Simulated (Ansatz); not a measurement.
Here is an Ansatz input file for LaP2Ru2, space group I4/mmm. Write the same calculation for the Python package.

```yaml
crystal:
  lattice:
    - [-2.0127149, 2.0127149, 5.47562437]
    - [2.0127149, -2.0127149, 5.47562437]
    - [2.0127149, 2.0127149, -5.47562437]
  atoms:
    - { symbol: La, position: [0.0, 0.0, 0.0] }
    - { symbol: P, position: [0.64508976, 0.64508976, 0.0] }
    - { symbol: P, position: [0.35491024, 0.35491024, 0.0] }
    - { symbol: Ru, position: [0.75, 0.25, 0.5] }
    - { symbol: Ru, position: [0.25, 0.75, 0.5] }
basis:
  ecutwfc: 470.0
kpoints:
  mp_grid: { kspacing: 0.29 }
hamiltonian:
  xc: pbesol
  pseudopotentials: { kind: paw }
scf:
  occupations: { method: gaussian, width: 0.05 }
relax:
  cell: { fix: [angles] }
output:
  eigenvalues: true
```

Launched from the shell:
```console
$ ansatz run input.yaml --threads 1 --pin off --max-ram 3072MiB --backend cpu --events-out ev --progress --plain --runs-dir out
Warning: crystal.symmetry: narrowed to the stabiliser of the fixed cell quantities (relax.cell.fix) — unitary ops 16 → 4. The narrowing is safe, since a smaller group never makes results wrong: the run goes on under it, on as many k-points as the starting group would need, or more. Excluded: 12 operations that would move a fixed cell quantity at a test [...]
basis.fft_grid_basis auto: the FFT boxes are laid along the combinations [[1, 0, 1], [0, 1, 1], [0, 0, 1]] of the cell's own vectors, 4.025, 4.025 and 6.171 Å long. The dense box has 30×30×45 points. Along the cell's own vectors, as sized, it would have 45×45×45, 2.25 times as many. Of the 16 symmetry operations that the crystal satisfies within [...]
Engine: ansatz 0.2.0, aarch64-unknown-linux-gnu
Pseudopotentials: kind: paw
Pseudopotential: La, paw, valence charge 11, recommended cutoff 420 eV (normal), La.paw.azcp
Pseudopotential: P, paw, valence charge 5, recommended cutoff 420 eV (normal), P.paw.azcp
Pseudopotential: Ru, paw, valence charge 16, recommended cutoff 420 eV (normal), Ru.paw.azcp
Functional definition: PBEsol
  exchange = pbesol_x
  correlation = pbesol_c
Crystal: 5 atoms, lattice volume = 88.727 Å³
Basis set: ecut = 470 eV, 2035 PW (Γ), FFT grids on a1+a3, a2+a3, a3, exchange–correlation on 60×60×90 points (8 copies of the dense FFT grid, shifted against one another)
Bands: 32, of which v1, the nominal top of the filled ones, is band 27 counted from 1 (26 counted from 0)
Symmetry: 4 space group operations
k-points: 150 of 512
Non-local potential: La, projectors of the file, l = 0: 3, l = 1: 2, l = 2: 2, l = 3: 3
Non-local potential: P, projectors of the file, l = 0: 2, l = 1: 2, l = 2: 2
Non-local potential: Ru, projectors of the file, l = 0: 3, l = 1: 2, l = 2: 2, l = 3: 1
PAW form: soft (Blöchl's): semilocal exchange-correlation on the pseudo side does not see the compensation charge
PAW frozen core: La, regenerated for the run's functional, and the local potential with it (the file was generated under x = pbe(κ = 0.804, μ = 0.2195149727645171), c = pbe(β = 0.06672455060314922))
PAW frozen core: P, regenerated for the run's functional, and the local potential with it (the file was generated under x = pbe(κ = 0.804, μ = 0.2195149727645171), c = pbe(β = 0.06672455060314922))
PAW frozen core: Ru, regenerated for the run's functional, and the local potential with it (the file was generated under x = pbe(κ = 0.804, μ = 0.2195149727645171), c = pbe(β = 0.06672455060314922))
PAW one-centre angular grid: La, 590 points (default); XC on 64 Gauss nodes
PAW one-centre angular grid: P, 110 points (default); XC on 64 Gauss nodes
PAW one-centre angular grid: Ru, 590 points (default); XC on 64 Gauss nodes
Initial density: superposition of atomic densities (neutral atoms: chi_scale 0, normalization atom), corrected by the library's trained network
Initial wavefunctions: pseudopotential atomic-orbital guess
Functional: x = pbesol(κ = 0.804, μ = 0.12345679012345678), c = pbesol(β = 0.046)
SCF iter   1: F=—  HF=-19279.792402 eV  |F-HF|=—  |Δ(HF+E_count)|=         —  Δρ=6.32e-3  dr2=6.35e-2  ethr=1.77e-3  ⟨swp⟩=6.3  Hψ=18772  notcnv=0
preconditioner: auto → Kerker (q_TF=auto, 2.504 Å⁻¹)  [metal: Δε(μ)=0.005 eV  Ē_g=7.826 eV  σ=0.050 eV  W_gap=0.06  n_scr=32 (ndim 8)  ℏωp=23.3 eV  f_vac=0.000  D(μ)=3.79/eV (n_scr^D=32)]
SCF iter   2: F=—  HF=-19279.784225 eV  |F-HF|=—  |Δ(HF+E_count)|=   8.18e-3  Δρ=2.59e-3  dr2=1.03e-2  ethr=1.20e-4  ⟨swp⟩=3.0  Hψ=7423  notcnv=0  defer=164
SCF iter   3: F=—  HF=-19279.782780 eV  |F-HF|=—  |Δ(HF+E_count)|=   1.45e-3  Δρ=7.35e-4  dr2=7.05e-4  ethr=1.94e-5  ⟨swp⟩=2.0  Hψ=7071  notcnv=0  defer=164
SCF iter   4: F=—  HF=-19279.782656 eV  |F-HF|=—  |Δ(HF+E_count)|=   1.24e-4  Δρ=1.52e-4  dr2=4.77e-5  ethr=1.33e-6  ⟨swp⟩=2.0  Hψ=7442  notcnv=0  defer=164
SCF iter   5: F=—  HF=-19279.782658 eV  |F-HF|=—  |Δ(HF+E_count)|=   2.36e-6  Δρ=4.01e-5  dr2=2.41e-6  ethr=9.00e-8  ⟨swp⟩=2.0  Hψ=8301  notcnv=0  defer=157
SCF iter   6: F=—  HF=-19279.782658 eV  |F-HF|=—  |Δ(HF+E_count)|=   2.88e-7  Δρ=1.24e-5  dr2=2.92e-7  ethr=4.54e-9  ⟨swp⟩=2.0  Hψ=6771  notcnv=0  defer=157
SCF iter   7: F=-19279.782658 eV  HF=-19279.782658 eV  |F-HF|=5.29e-9  |Δ(HF+E_count)|=   5.65e-8  Δρ=3.06e-6  dr2=1.29e-8  ethr=1.89e-10  ⟨swp⟩=11.1  Hψ=23023  notcnv=0
SCF 1 converged in 7 iterations: F = -19279.782658 eV  dr2 = 1.29e-8
  greatest PAW one-centre occupation: 0.999 electrons in one spin orbital (limit 2), on the Ru atom at site 4 (counted from 0), in its partial waves of l = 0
relax step   1: F+E_penalty+E_count = -19279.78265801 eV  Δ(F+E_penalty+E_count) = +0.000e0 eV  max|allowed force component| = 1.563e-1 eV/Å  Δτ_max = 0.0000 Å  P = -3.390 GPa  Ω = 88.727 Å³  fix = [alpha, beta, gamma]  reactions: alpha -0.070, beta -0.070, gamma +0.025 GPa/rad  (7 SCF iters, dr2 threshold 1.00e-7 eV, accepted)
Crystal: 5 atoms, lattice volume = 83.826 Å³
Basis set: ecut = 470 eV, 1955 PW (Γ), FFT grids on a1+a3, a2+a3, a3, exchange–correlation on 60×60×90 points (8 copies of the dense FFT grid, shifted against one another)
Initial density: handed on by an earlier stage of this run
Initial wavefunctions: those handed on with the density
iter 1 solved again at ethr=4.78e-4 eV; its pass at ethr=3.10e-3 eV (dr2=2.53e-1 eV) is discarded
SCF iter   1: F=—  HF=-19279.815615 eV  |F-HF|=—  |Δ(HF+E_count)|=         —  Δρ=1.18e-2  dr2=2.57e-1  ethr=4.78e-4  ⟨swp⟩=1.1  Hψ=28989  notcnv=0
preconditioner: auto → Kerker (q_TF=auto, 2.528 Å⁻¹)  [metal: Δε(μ)=0.004 eV  Ē_g=7.986 eV  σ=0.050 eV  W_gap=0.04  n_scr=26 (ndim 8)  ℏωp=24.0 eV  f_vac=0.000  D(μ)=3.43/eV (n_scr^D=32)]
SCF iter   2: F=—  HF=-19279.783395 eV  |F-HF|=—  |Δ(HF+E_count)|=   3.22e-2  Δρ=4.33e-3  dr2=3.55e-2  ethr=4.78e-4  ⟨swp⟩=3.0  Hψ=6421  notcnv=0  defer=2
SCF iter   3: F=—  HF=-19279.778109 eV  |F-HF|=—  |Δ(HF+E_count)|=   5.29e-3  Δρ=1.18e-3  dr2=1.81e-3  ethr=6.70e-5  ⟨swp⟩=2.1  Hψ=6513  notcnv=0  defer=4
SCF iter   4: F=—  HF=-19279.777713 eV  |F-HF|=—  |Δ(HF+E_count)|=   3.97e-4  Δρ=2.10e-4  dr2=3.16e-5  ethr=3.42e-6  ⟨swp⟩=2.3  Hψ=9606  notcnv=0  defer=6
SCF iter   5: F=—  HF=-19279.777716 eV  |F-HF|=—  |Δ(HF+E_count)|=   3.45e-6  Δρ=6.90e-5  dr2=9.75e-6  ethr=5.96e-8  ⟨swp⟩=2.0  Hψ=6757  notcnv=0  defer=6
SCF iter   6: F=-19279.777715 eV  HF=-19279.777715 eV  |F-HF|=3.52e-8  |Δ(HF+E_count)|=   1.32e-6  Δρ=1.78e-5  dr2=1.26e-7  ethr=9.43e-10  ⟨swp⟩=6.4  Hψ=26755  notcnv=0
SCF 2 converged in 6 iterations: F = -19279.777715 eV  dr2 = 1.26e-7
[... 61 lines left out ...]
SCF converged after 8 iterations
Free energy (F): -19279.814680 eV
Harris-Foulkes:  -19279.814680 eV  (|F-HF|=3.64e-12)
Internal energy: -19279.810776 eV  (E = F + TS)
E sigma→0 (E₀):  -19279.812728 eV
Entropy (-TS):   -0.003904 eV (-0.781 meV/atom)
Fermi energy:    15.875457 eV
--- Per-component energies (eV) ---
  E_band       = -253.054890
  E_kinetic    = 1376.374081
  E_local      = -4758.345316  (includes V_loc(G=0)·N_el)
  E_nonlocal   = 856.532771
  E_hartree    = 1777.218266
  E_xc         = -645.095969
  E_vxc        = -753.681727  (∫ρ·V_xc dr)
  E_paw        = -13238.272134  (= ΣΔE_a)
  E_vpaw       = -528.371264  (= ΣTr[D̂ρ^β])
  E_aug_tail   = 0.000033  (compensation charges beyond the density's cutoff)
  E_ewald      = -4648.990802
  E_core_change = 0.768294  (= ΣΔE_core)
  E_smearing   = -0.003904  (= −TS)
  E_closure    = 0.000000  (closes the sum)
  Σ components = -19279.814680   (vs F -19279.814680, Δ=0.00e0)
--- Forces (eV/Å), atoms counted from 1 ---
  atom   1  La     0.00000000     0.00000000     0.00000000
  atom   2  P     -0.00171096    -0.00171096     0.00029944
  atom   3  P      0.00171096     0.00171096    -0.00029944
  atom   4  Ru    -0.00003495     0.00003495     0.00000000
  atom   5  Ru     0.00003495    -0.00003495    -0.00000000
  max |Σ_I F_I| component: 0.00e0 eV/Å
--- Stress (GPa, compression-positive) ---
        0.751533      -0.298631       0.161907
       -0.298631       0.751533       0.161907
        0.161907       0.161907      -1.478374
  P = ⅓ Tr σ = 0.0082 GPa (0.082 kbar)
--- Band table (eV; the first three rows and the last of 150) ---
  k-point 0: bands = ["-56.7312", "-56.6628", "-27.0290", "-27.0279", "-26.7278", "-26.6958", "-26.6889", "-26.6404", "-16.6333", "-0.5191", "-0.2319", "-0.2296", "3.2306", "4.8585", "9.1357", "10.5380", "10.5452", "11.1089", "11.3588", "12.3084", "12.3110", "14.1530", "14.3739", "15.0277", "15.2173", "15.2210", "15.5928", "17.2184", "17.4105", "17.4200", "17.9682", "18.0396"]
  k-point 1: bands = ["-56.7263", "-56.6677", "-27.0370", "-26.9749", "-26.7536", "-26.7211", "-26.6837", "-26.6464", "-16.6225", "-0.4915", "-0.3601", "-0.2980", "3.5474", "4.8987", "9.4435", "10.1754", "10.7518", "11.1942", "11.4349", "11.7686", "12.6356", "14.0390", "14.3749", "14.8731", "14.9437", "15.0200", "15.5048", "16.6944", "17.1781", "17.6172", "18.0122", "18.0889"]
  k-point 2: bands = ["-56.7143", "-56.6796", "-27.0561", "-26.8916", "-26.8454", "-26.7051", "-26.6715", "-26.6604", "-16.5966", "-0.5705", "-0.4528", "-0.4299", "4.1525", "5.0014", "9.3235", "10.6126", "10.6170", "11.2622", "11.2655", "12.0148", "12.7966", "13.5952", "13.8774", "14.3064", "14.4938", "14.6319", "15.7771", "16.4084", "17.3578", "17.7180", "17.9073", "18.1169"]
  k-point 149: bands = ["-56.7312", "-56.6628", "-27.0290", "-27.0279", "-26.7283", "-26.6957", "-26.6888", "-26.6404", "-16.6294", "-0.6833", "-0.2214", "-0.2191", "4.1351", "4.1846", "9.2818", "10.2825", "10.2840", "10.9318", "11.1227", "12.2887", "12.3021", "13.1643", "15.0218", "15.4719", "15.9166", "15.9176", "16.8779", "17.2181", "17.4292", "17.6304", "17.9271", "17.9290"]
--- Relaxed structure (5 steps of the walk, 3 accepted, 1 SCFs on fresh bases) ---
  F+E_penalty+E_count = -19279.81468034 eV   max|allowed force component| = 1.711e-3 eV/Å   (the final SCF, on the basis selected at the relaxed cell)
  cell:  # Å, volume = 86.2310 Å³
    - [-1.999749994013512, 1.984888056218586, 5.420126865247591]
    - [1.984888056218586, -1.999749994013512, 5.420126865247591]
    - [2.0037813782768725, 2.0037813782768725, -5.425589775341754]
  atoms:
    - { symbol: La, position: [7.413519787280192e-20, 5.39348299676374e-20, 1.3466911936775696e-21] }
    - { symbol: P, position: [0.6416351000633664, 0.6416351000633664, -0.0013230015338779157] }
    - { symbol: P, position: [0.35836489993663334, 0.35836489993663334, 0.0013230015338778459] }
    - { symbol: Ru, position: [0.7499967193928009, 0.2500032806071992, 0.5000000000000001] }
    - { symbol: Ru, position: [0.2500032806071992, 0.7499967193928009, 0.5000000000000001] }
```

The script, `lap2ru2_vcrelax.py`:
```python
"""Variable-cell relaxation of LaP2Ru2."""

import json

import ansatz as az
from ase import Atoms
from ase.data import atomic_numbers
from ase.neighborlist import neighbor_list
import numpy as np
from pymatgen.core import Structure
import spglib

FUNCTIONAL = "PBEsol"
ECUT = 470
KSPACING = 0.29
FILLING = "gaussian"
SMEARING_WIDTH = 0.05

def edges_and_angles(cell):
    cell = np.asarray(cell)
    a, b, c = np.linalg.norm(cell, axis=1)
    cosines = cell[1] @ cell[2] / (b * c), cell[0] @ cell[2] / (a * c), cell[0] @ cell[1] / (a * b)
    return (a, b, c, *np.degrees(np.arccos(cosines)))


def main() -> None:
    cell = (
        az.Lattice.of((-2.0127149, 2.0127149, 5.47562437), (2.0127149, -2.0127149, 5.47562437), (2.0127149, 2.0127149, -5.47562437))
        .atom("La", (0.0, 0.0, 0.0))
        .atom("P", (0.64508976, 0.64508976, 0.0))
        .atom("P", (0.35491024, 0.35491024, 0.0))
        .atom("Ru", (0.75, 0.25, 0.5))
        .atom("Ru", (0.25, 0.75, 0.5))
    )

    # edges free, angles fixed
    setup = cell.calculation()
    setup = setup.functional(FUNCTIONAL)
    setup = setup.basis(ECUT)
    setup = setup.kpoints(spacing=KSPACING).occupations(FILLING, width=SMEARING_WIDTH)
    setup = setup.pseudopotentials("paw")
    setup = setup.relax(fix_cell=["angles"])
    setup = setup.band_table()
    res = setup.run(threads=1, backend="cpu", events_out="stream.ndjson")
    with open("stream.ndjson") as stream:
        events = [json.loads(line) for line in stream]
    steps = [e["data"] for e in events if e["event"] == "relax_step"]
    r = res.report
    print("step   energy (eV)     max comp. (eV/A)   P (GPa)  SCF")
    for s in steps:
        print(f"{s['step']:4d} {s['lagrangian_ev']:15.5f} {s['allowed_force_max_ev_ang']:12.4f} {s['pressure_gpa']:10.3f} {s['n_scf']:5d}")

    first, last = steps[0], steps[-1]
    symbols = [site.symbol for site in res.lattice.sites]
    print(f"energy gained {first['lagrangian_ev'] - last['lagrangian_ev']:.4f} eV in {len(steps) - 1} steps")
    for label, vectors in (("before", first["cell_ang"]), ("after", res.lattice.cell_ang)):
        print(label, "a b c (A) {:.4f} {:.4f} {:.4f}  angles {:.2f} {:.2f} {:.2f}".format(*edges_and_angles(vectors)), f" V = {abs(np.linalg.det(vectors)):.3f} A^3")
    print("final stress xx yy zz (GPa, compression positive):", np.round(np.diag(r["stress_gpa"]), 3) + 0.0)

    print("atom   start x y z (A)              end x y z (A)")
    for symbol, a, b in zip(symbols, first["positions_ang"], last["positions_ang"]):
        print(f"{symbol:3s}", " ".join(f"{v:8.4f}" for v in a), "  ", " ".join(f"{v:8.4f}" for v in b))

    change = np.array(last["positions_ang"]) @ np.linalg.inv(last["cell_ang"]) - np.array(first["positions_ang"]) @ np.linalg.inv(first["cell_ang"])
    moved = np.linalg.norm(change @ np.array(last["cell_ang"]), axis=1)
    print("displacement within the cell, strain taken out (A):", " ".join(f"{s}:{d:.3f}" for s, d in zip(symbols, moved)))

    final = Atoms(symbols, positions=last["positions_ang"], cell=res.lattice.cell_ang, pbc=True)
    i, j, d = neighbor_list("ijd", final, 4.5)
    print("neighbours within 1.1 times the shortest distance of each atom (A)")
    for atom in range(len(final)):
        near = [m for m in np.argsort(d) if i[m] == atom]
        shell = [m for m in near if d[m] < 1.1 * d[near[0]]]
        print(f"{symbols[atom]}{atom} ({len(shell)}):", ", ".join(f"{symbols[j[m]]} {d[m]:.3f}" for m in shell))

    fractions = [site.position_frac for site in res.lattice.sites]
    numbers = [atomic_numbers[s] for s in symbols]
    for tolerance in (1e-3, 1e-2, 1e-1):
        print(f"space group at {tolerance} A:", spglib.get_spacegroup((res.lattice.cell_ang, fractions, numbers), symprec=tolerance))

    energy = r["free_energy_ev"]
    print("F of the LaP2Ru2 cell: {:.6f} eV = {:.6f} Ry = {:.6f} Ha".format(energy, energy / 13.605693, energy / 27.211386))
    print("Fermi level {:.4f} eV, {} k-points, {} symmetry operations".format(r["fermi_energy_ev"], r["n_kpoints"], r["n_symmetry_ops"]))

    final = Structure(res.lattice.cell_ang, [s.symbol for s in res.lattice.sites], [s.position_frac for s in res.lattice.sites])
    # count neighbours out to a fixed multiple of the shortest distance
    for index, (site, neighbours) in enumerate(zip(final, final.get_all_neighbors(5.5))):
        first = min(n.nn_distance for n in neighbours)
        shell = [n for n in neighbours if n.nn_distance < 1.2 * first]
        mean = sum(n.nn_distance for n in shell) / len(shell)
        print(f"atom {index} {site.specie.symbol}: {len(shell)} neighbours within 1.2 of the shortest distance, mean {mean:.3f} A")

    fermi = r["fermi_energy_ev"]
    print("levels less the Fermi level (eV) at the first k-points (first spin channel where there are two)")
    for k, levels in list(zip(r["kpoints_frac"], r["eigenvalues_ev"]))[:4]:
        print("k = ({:.3f}, {:.3f}, {:.3f})".format(*k))
        print("   ", " ".join(f"{e - fermi:.3f}" for e in levels))


if __name__ == "__main__":
    main()
```

Running `python lap2ru2_vcrelax.py` prints:
```text
DeckWarning: crystal.symmetry: narrowed to the stabiliser of the fixed cell quantities (relax.cell.fix) — unitary ops 16 → 4. The narrowing is safe, since a smaller group never makes results wrong: the run goes on under it, on as many k-points as the starting [...]
step   energy (eV)     max comp. (eV/A)   P (GPa)  SCF
   1    -19279.78266       0.1563     -3.390     7
   2    -19279.77771       0.3267      3.445     6
   3    -19279.81492       0.0308     -0.339     9
   4    -19279.81336       0.1730      0.708     6
   5    -19279.81515       0.0017      0.008     8
   6    -19279.81468       0.0017      0.008     8
energy gained 0.0320 eV in 5 steps
before a b c (A) 6.1713 6.1713 6.1713  angles 141.93 141.93 54.93  V = 88.727 A^3
after a b c (A) 6.1087 6.1087 6.1211  angles 141.93 141.93 54.93  V = 86.231 A^3
final stress xx yy zz (GPa, compression positive): [ 0.752  0.752 -1.478]
atom   start x y z (A)              end x y z (A)
La    0.0000   0.0000   0.0000     -0.0000   0.0000   0.0000
P     0.0000   0.0000   7.0645     -0.0122  -0.0122   6.9627
P     0.0000   0.0000   3.8867     -0.0027  -0.0027   3.8776
Ru    0.0000   2.0127   2.7378     -0.0017   1.9906   2.7073
Ru    2.0127   0.0000   2.7378      1.9906  -0.0017   2.7073
displacement within the cell, strain taken out (A): La:0.000 P:0.030 P:0.030 Ru:0.000 Ru:0.000
neighbours within 1.1 times the shortest distance of each atom (A)
La0 (16): P 3.209, P 3.209, P 3.212, P 3.212, P 3.212, P 3.212, P 3.226, P 3.226, Ru 3.360, Ru 3.360, Ru 3.360, Ru 3.360, Ru 3.369, Ru 3.369, Ru 3.369, Ru 3.369
P1 (4): Ru 2.310, Ru 2.310, Ru 2.311, Ru 2.311
P2 (4): Ru 2.310, Ru 2.310, Ru 2.311, Ru 2.311
Ru3 (4): P 2.310, P 2.310, P 2.311, P 2.311
Ru4 (4): P 2.310, P 2.310, P 2.311, P 2.311
space group at 0.001 A: C2/m (12)
space group at 0.01 A: C2/m (12)
space group at 0.1 A: I4/mmm (139)
F of the LaP2Ru2 cell: -19279.814680 eV = -1417.040255 Ry = -708.520128 Ha
Fermi level 15.8755 eV, 150 k-points, 4 symmetry operations
atom 0 La: 16 neighbours within 1.2 of the shortest distance, mean 3.290 A
atom 1 P: 4 neighbours within 1.2 of the shortest distance, mean 2.311 A
atom 2 P: 4 neighbours within 1.2 of the shortest distance, mean 2.311 A
atom 3 Ru: 4 neighbours within 1.2 of the shortest distance, mean 2.311 A
atom 4 Ru: 4 neighbours within 1.2 of the shortest distance, mean 2.311 A
levels less the Fermi level (eV) at the first k-points (first spin channel where there are two)
k = (0.000, 0.000, 0.000)
    -72.607 -72.538 -42.904 -42.903 -42.603 -42.571 -42.564 -42.516 -32.509 -16.395 -16.107 -16.105 -12.645 -11.017 -6.740 -5.337 -5.330 -4.767 -4.517 -3.567 -3.565 -1.722 -1.502 -0.848 -0.658 -0.654 -0.283 1.343 1.535 1.545 2.093 2.164
k = (0.000, 0.000, 0.125)
    -72.602 -72.543 -42.912 -42.850 -42.629 -42.597 -42.559 -42.522 -32.498 -16.367 -16.236 -16.173 -12.328 -10.977 -6.432 -5.700 -5.124 -4.681 -4.441 -4.107 -3.240 -1.836 -1.501 -1.002 -0.932 -0.855 -0.371 0.819 1.303 1.742 2.137 2.213
k = (0.000, 0.000, 0.250)
    -72.590 -72.555 -42.932 -42.767 -42.721 -42.581 -42.547 -42.536 -32.472 -16.446 -16.328 -16.305 -11.723 -10.874 -6.552 -5.263 -5.258 -4.613 -4.610 -3.861 -3.079 -2.280 -1.998 -1.569 -1.382 -1.244 -0.098 0.533 1.482 1.843 2.032 2.241
k = (0.000, 0.000, 0.375)
    -72.578 -72.567 -42.951 -42.903 -42.589 -42.564 -42.551 -42.533 -32.447 -16.550 -16.477 -16.252 -11.421 -10.754 -6.536 -6.272 -4.442 -4.383 -4.171 -3.555 -2.968 -2.850 -2.664 -1.953 -1.630 -1.130 -0.113 0.402 1.155 1.576 2.086 2.092
```
(Warnings from the package without file and line, shortened.)

What to keep in mind:
- Absolute energies stand on the zero of these potentials, so only differences at equal settings mean something. A total without «per atom» is that of the whole cell that was run.
- The computed bands are complete only to about 1.9 eV above the Fermi level.
- The zero of the levels is a convention of the potentials, so an absolute Fermi energy is no work function.
- Energies along a relaxation are free energies. Rows at an unchanged volume are solved on a plane-wave basis chosen afresh for that cell, so the energy can jump there; the script counts such rows among its steps.
- Edges and angles are those of the cell as typed, here a primitive one, not of the conventional cell.
- The structure comes from a database of computed cells and needn't be a stable or known phase.
- Levels are Kohn-Sham eigenvalues on this mesh, without spin-orbit coupling.
- It ran for 3 min on 1 thread of Arm Neoverse V2 (shared host), peak memory 0.77 GiB.

(Lines on the test bed's own set-up are left out of the output.)
